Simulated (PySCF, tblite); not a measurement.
**CH9NPSi2 radical: geometry, infrared bands and EPR parameters**

Aim: predict the infrared bands and EPR parameters of CH9NPSi2 radical (`[CH2]N([SiH3])[SiH2]P`).

The runs use tblite 0.8.0 and PySCF 2.14.0, with density-fitted response routines of our own; the level of theory stands in each step. All values are computed, except where a source is named. Atoms count from 0, in the outputs and in this text.

## (1) Starting geometry

14 atoms, charge 0, multiplicity 2; geometry from: force field or distance geometry start.

Bonds of the start (Å): C0–N1 1.44, N1–Si2 1.76, N1–Si3 1.78, Si3–P4 2.19, C0–H5 1.12, C0–H6 1.09, Si2–H7 1.47, Si2–H8 1.48, Si2–H9 1.46, Si3–H10 1.49, Si3–H11 1.45, P4–H12 1.46, P4–H13 1.46.

## (2) Relaxing the molecule with GFN2-xTB

The job: settings as JSON, then the geometry in Å.

```
{"job": {"kind": "relax", "xc": "GFN2-xTB", "basis": "xTB"}, "charge": 0, "multiplicity": 2}
C     -1.635800    -1.192700    -0.210100
N     -0.773300    -0.458400     0.686600
Si    -1.193500     1.251100     0.737700
Si     0.897100    -0.767100     0.154000
P      2.265800     0.898100     0.525700
H     -2.703700    -1.195900     0.127900
H     -1.221500    -2.194600    -0.360600
H     -0.565500     2.051300    -0.323200
H     -2.657900     1.335700     0.507700
H     -0.937000     1.775100     2.078400
H      1.368000    -1.950200     0.928900
H      0.902600    -1.151400    -1.241800
H      2.922300     1.200300    -0.742800
H      3.331600     0.398200     1.389600
```

On the command line:

```console
$ OMP_NUM_THREADS=1 python probes_run.py task.json out
```

The driver reads the jobs from task.json and runs them one after another.

**Question.** This job is followed by: GFN2-xTB harmonic vibrations, gas phase; UKS B3LYP, pcH-1 on C H N P Si, non-relativistic, mean-field spin-orbit, GIAO. What will the session give for the following? strongest single infrared mode (GFN2-xTB); zero-point energy (GFN2-xTB); g(iso) (B3LYP); ⟨S²⟩; largest a(iso) (averaged by class); potential on the surface of density 0.002 e/bohr³, 1st and 99th percentile.

As calculated:

| quantity | value |
| --- | --- |
| strongest single infrared mode (GFN2-xTB) | 794 cm⁻¹, 493 km/mol |
| zero-point energy (GFN2-xTB) | 54.4 kcal/mol |
| g(iso) (B3LYP) | 2.00284 |
| ⟨S²⟩ | 0.753 (exact 0.75) |
| largest a(iso) (averaged by class) | 13C on C0, 70.4 MHz |
| potential on the surface of density 0.002 e/bohr³, 1st and 99th percentile | -0.79 V and 1.24 V |

**Reading.** Relaxing lowered the energy by 1.066 eV in 173 steps; the close pair that moved most is P4–H13, from 1.460 to 1.381 Å. No mode is imaginary among the 36: a minimum at this level. The strongest single mode, at 794 cm⁻¹, moves mainly H10 and H11. Unscaled tight-binding wavenumbers are off by several per cent, some by more. Its intensities can rank the bands wrongly. C0 carries the largest spin population, 0.90 e. The isotropic g lies 0.5 ppt above the free-electron value. These values are for one conformer; the search (at its own cheap level) found 2 more, at 0.27, 1.74 kcal/mol, and measured spectra average over such forms.
